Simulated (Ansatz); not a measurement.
# BH2Cl (SMILES BCl) at B3LYP/6-31G(d) (spherical functions)

What is the electronic atomisation energy of BH2Cl at B3LYP/6-31G* (spherical functions)? 

The results are computed with Ansatz 0.2.0.

44 further runs of the same task are left out: 44 set aside as unsound or not needed.

## 1. Starting point

BH2Cl has 4 atoms, charge 0, and is taken as a singlet. As SMILES, `BCl`. Geometry: relaxed at PBE0-D4/def2-TZVP.

Bond lengths: B1–Cl2 1.733 Å, B1–H3 1.190 Å, B1–H4 1.190 Å. Angles: Cl2–B1–H3 118.1°, Cl2–B1–H4 118.1°, H3–B1–H4 123.7°.

## 2. The energy at B3LYP/6-31G(d) (spherical functions)

Input file in.yaml:

```yaml
crystal:
  periodic: [false, false, false]
  atoms:
    - {symbol: B, position_ang: [-0.116700, 0.021700, -0.075300]}
    - {symbol: Cl, position_ang: [1.365000, -0.395300, 0.721200]}
    - {symbol: H, position_ang: [-1.106200, -0.559500, 0.240400]}
    - {symbol: H, position_ang: [-0.086600, 0.872800, -0.906600]}
basis:
  gaussian: {orbitals: 6-31G_st_-spherical.json}
hamiltonian: {xc: {name: B3LYP}}
accuracy: high
output: {orbitals: {seedname: orbitals}}
```

The basis set 6-31G* is read from a file made from the Basis Set Exchange's data (not shown).

Started as:

```
$ ansatz run in.yaml --threads 1 --pin off --max-ram 3480MiB --events-out events.jsonl --progress --plain --runs-dir runs
```

Standard output:

```text
Warning: RAYON_NUM_THREADS=1 ignored (pool sized by the plan → 1); use --threads N
Functional definition: B3LYP
  name "B3LYP"
  parameter a0 = 0.2
  parameter ax = 0.72
  parameter ac = 0.81
  exchange = (1 - a0 - ax)*slater_x + ax*b88_x + a0*exact_x
  correlation = (1 - ac)*vwn_rpa_c + ac*lyp_c
741 factors; integrals over basis functions are off by at most 3.1e-9 eV
mean field evaluation 1: about -13231.6417 eV, gradient 9.4e0 eV
mean field evaluation 2: about -13231.8492 eV, gradient 6.0e0 eV
mean field evaluation 4: about -13231.9645 eV, gradient 4.6e-1 eV
mean field evaluation 8: about -13231.9609 eV, gradient 7.8e-3 eV
mean field evaluation 16: about -13231.9609 eV, gradient 5.1e-8 eV
mean field -13231.96092808 eV, -486.2655951618 hartree, gradient 5.1e-8 eV, S^2 0.000000; 0 other end points of the search recorded, 0 dependent functions left out
reference -13231.96095756 eV, -486.2655962452 hartree; 12, 12 occupied and 24, 24 virtual orbitals, 741 factors
Total energy: -13231.96095756 eV, -486.2655962452 hartree
```

It took 1.6 s on 1 thread of Arm Neoverse V2, shared host; peak memory 0.096 GiB.

## 3. The B atom, same level

Input file molecule.yaml:

```yaml
crystal:
  periodic: [false, false, false]
  atoms:
    - symbol: B
      position_ang: [0.000000, 0.000000, 0.000000]
basis:
  gaussian: {orbitals: 6-31G_st_-spherical.json}
magnetization: {spin_polarized: true, initial_magnetization: 1}
hamiltonian: {xc: {name: B3LYP}}
accuracy: high
```

The basis set 6-31G* is read from a file made from the Basis Set Exchange's data (not shown).

Started as:

```
$ ansatz run molecule.yaml --threads 1 --pin off --max-ram 3480MiB --events-out events.jsonl --progress --plain --runs-dir runs
```

Standard output:

```text
Warning: RAYON_NUM_THREADS=1 ignored (pool sized by the plan → 1); use --threads N
Functional definition: B3LYP
  name "B3LYP"
  parameter a0 = 0.2
  parameter ax = 0.72
  parameter ac = 0.81
  exchange = (1 - a0 - ax)*slater_x + ax*b88_x + a0*exact_x
  correlation = (1 - ac)*vwn_rpa_c + ac*lyp_c
96 factors; integrals over basis functions are off by at most 1.6e-9 eV
mean field evaluation 1: about -670.8243 eV, gradient 2.4e0 eV
mean field evaluation 2: about -670.8673 eV, gradient 4.0e-1 eV
mean field evaluation 4: about -670.8638 eV, gradient 3.8e-1 eV
mean field evaluation 8: about -670.8650 eV, gradient 2.7e-4 eV
mean field evaluation 16: about -670.8650 eV, gradient 2.6e-7 eV
mean field -670.86501431 eV, -24.6538345473 hartree, gradient 5.6e-8 eV, S^2 0.751604; 0 other end points of the search recorded, 0 dependent functions left out
reference -670.86503643 eV, -24.6538353600 hartree; 3, 2 occupied and 11, 12 virtual orbitals, 96 factors
Total energy: -670.86503643 eV, -24.6538353600 hartree
```

Run time: 0.34 s. Hardware: 1 thread of Arm Neoverse V2, shared host.

## 4. The Cl atom

Input file job.yaml:

```yaml
crystal:
  periodic: [false, false, false]
  atoms:
    - symbol: Cl
      position_ang: [0.000000, 0.000000, 0.000000]
basis:
  gaussian:
    orbitals: 6-31G_st_-spherical.json
accuracy: high
hamiltonian:
  xc: {name: B3LYP}
total_charge: 0
magnetization:
  spin_polarized: true
  initial_magnetization: 1
```

The basis set 6-31G* is read from a file made from the Basis Set Exchange's data (not shown).

Run the same way, it converges to -460.13279 Eh (log not shown).

## 5. The H atom

Input file in.yaml:

```yaml
crystal:
  periodic: [false, false, false]
  atoms:
    - symbol: H
      position_ang: [0.000000, 0.000000, 0.000000]
basis:
  gaussian: {orbitals: "6-31G*"}
magnetization: {spin_polarized: true, initial_magnetization: 1}
hamiltonian: {xc: {name: B3LYP}}
accuracy: high
```

Run the same way, it converges to -0.50027 Eh (log not shown).

## 6. Outcome

Level: B3LYP/6-31G* (spherical functions).

| quantity | value |
| --- | --- |
| molecule: total energy | -486.26560 Eh |
| molecule: HOMO energy | -8.31 eV |
| molecule: LUMO energy | -1.76 eV |
| molecule: HOMO–LUMO gap | 6.55 eV |
| B atom: total energy | -24.65384 Eh |
| B atom: ⟨S²⟩ | 0.752 |
| Cl atom: total energy | -460.13279 Eh |
| Cl atom: ⟨S²⟩ | 0.752 |
| H atom: total energy | -0.50027 Eh |
| H atom: ⟨S²⟩ | 0.750 |
| electronic atomisation energy | 13.019 eV |

Taking the molecule apart into free atoms costs 13.02 eV (300 kcal/mol), before zero-point energy and without spin-orbit coupling.
